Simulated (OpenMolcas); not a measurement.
# Pd³⁺ among point charges: CASSCF and CASPT2 levels and susceptibility

Aim: the splitting of the states of Pd³⁺ in the field of 6 point charges, its lowest levels with spin-orbit coupling and its magnetic susceptibility.

The numbers are computed with OpenMolcas 26.06 (state-averaged CASSCF and CASPT2, spin-orbit coupling by RASSI with atomic mean-field integrals), except any that are marked as measured or tabulated.

### 1 The system

```
Species                           : Pd³⁺ (palladium, Z = 46, 43 electrons)
Basis                             : ANO-RCC-VTZP [7s6p4d2f1g], 68 functions
Scalar Hamiltonian                : DKH2, point nucleus
Inactive shells                   : 1s 2s 2p 3s 3p 3d 4s 4p
Active space                      : 7 electrons in 5 orbitals (4d)
Some configurations of this space : 4d⁷
Orbitals                          : optimised for each spin and parity, averaged over all roots
```

Outer shells as boxes (Hund's rule):

4d7
```
4d [↑↓][↑↓][↑ ][↑ ][↑ ]
```

The ion sits among 6 point charges of -1.7 e arranged as a tetragonal octahedron (D4h), 2.14 Å from the ion, with the axial distance 2.782 Å.

Each step is its own input file, run in one work folder so that later steps find the files of earlier ones. Labels, J, g values, rates, χT and fits are worked out afterwards by a script from the matrices that RASSI stores. The input lists half of the charges; inversion (Group=XYZ) makes the rest.

### 2 GATEWAY and SEWARD: basis and integrals

a.inp reads:

```
&GATEWAY
Coord
1

Pd 0.0 0.0 0.0
Basis=ANO-RCC-VTZP
Group=XYZ
NoMove
AngMom=0.0 0.0 0.0
AMFI
XField
3 Angstrom 0
2.140000 0.000000 0.000000 -1.700000
0.000000 2.140000 0.000000 -1.700000
0.000000 0.000000 2.782000 -1.700000
&SEWARD
```

### 3 CASSCF: quartets of even parity, 10 roots

a.inp reads:

```
&RASSCF
FileOrb=start.orb
Symmetry=1
Spin=4
nActEl=7 0 0
Inactive=9 9
Ras2=5 0
CIRoot=10 10 1
SDav=10
CIMx=300
Iter=120 100
PrWF=0.3
OrbListing=Nothing
MaxOrb=0
>>> COPY $Project.JobIph JOB001
```

start.orb holds the contracted functions of the basis, ordered by shell, or the orbitals of the step before.

### 4 Reference wave functions, doublets of even parity, 40 roots

a.inp reads:

```
&RASSCF
FileOrb=start.orb
Symmetry=1
Spin=2
nActEl=7 0 0
Inactive=9 9
Ras2=5 0
CIRoot=40 40 1
SDav=40
CIMx=300
Iter=120 100
PrWF=0.3
OrbListing=Nothing
MaxOrb=0
>>> COPY $Project.JobIph JOB002
```

### 5 State interaction with spin-orbit coupling

a.inp reads:

```
&RASSI
NrOfJobIphs=2 10 40
1 2 3 4 5 6 7 8 9 10
1 2 3 4 5 6 7 8 9 10 11 12 13 14 15 16 17 18 19 20 21 22 23 24 25 26 27
28 29 30 31 32 33 34 35 36 37 38 39 40
IphNames
JOB001
JOB002
EJob
SpinOrbit
DIPRint=1.0
SOCoupling=1000.0
Subsets=2
Property=9
'ANGMOM' 1 'ANGMOM' 2 'ANGMOM' 3 'MLTPL  1' 1 'MLTPL  1' 2 'MLTPL  1' 3
'AMFI' 1 'AMFI' 2 'AMFI' 3
SOProperty=3
'ANGMOM' 1 'ANGMOM' 2 'ANGMOM' 3
```

### 6 CASPT2: IPEA 0.25, imaginary shift 0.1 (closed shells correlated: 4s 4p)

a.inp reads:

```
>>> COPY JOB001 $Project.JobIph
&CASPT2
Multistate=10 1 2 3 4 5 6 7 8 9 10
NoMult
Frozen=8 6
IPEA=0.25
Imaginary=0.1
MaxIter=60
WThr=0.0 0.3 0.05
PrWF=0.5
NoMix
>>> COPY JOB002 $Project.JobIph
&CASPT2
Multistate=40 1 2 3 4 5 6 7 8 9 10 11 12 13 14 15 16 17 18 19 20 21 22
23 24 25 26 27 28 29 30 31 32 33 34 35 36 37 38 39 40
NoMult
Frozen=8 6
IPEA=0.25
Imaginary=0.1
MaxIter=60
WThr=0.0 0.3 0.05
PrWF=0.5
NoMix
```

(Steps that only read results are left out.)

Before running it: what results should come out? Wanted: spin-free ground state; first state of the same spin within the active space; lowest level; next level.

As calculated:

| quantity | value |
| --- | --- |
| method | SS-CASPT2, IPEA 0.25, imaginary shift 0.1 (closed shells correlated: 4s 4p) |
| spin-free ground state | 4A2, 1-fold in its orbital part |
| first state of the same spin within the active space | 4E at 779 cm⁻¹ |
| lowest level | 2-fold E1/2, g = 1.59, 6.46, 6.46 |
| next level | 460.5 cm⁻¹ |
| χT at 300 K | 4.34 cm³ K/mol |
| effective moment at 300 K | 5.89 μB |

Cost by method:

```
                                              method  time of its own steps  time with the reference
                                           A. CASSCF                   11 s                     11 s
B. SS-CASPT2, IPEA 0.25, imaginary shift 0.1, +4s 4p                  7.2 s                     18 s
```

Times are of one thread on a shared host.

In words: The spin-free ground state (4A2) comes to 96 % from free-ion F terms and keeps the highest spin of the shell. χT at 300 K is 4.34, against 1.88 cm³ K/mol for the spin alone, so orbital moment adds to it. An active space of the d shell alone favours high spin; real ions in strong fields can be low spin. The field of point charges can differ much from that of real complexes. With metal d orbitals alone active, the gaps between spin states are rough; where two lie within a few thousand cm-1, their order is open. Point charges carry no covalency, so the field is a model and not that of real ligands.
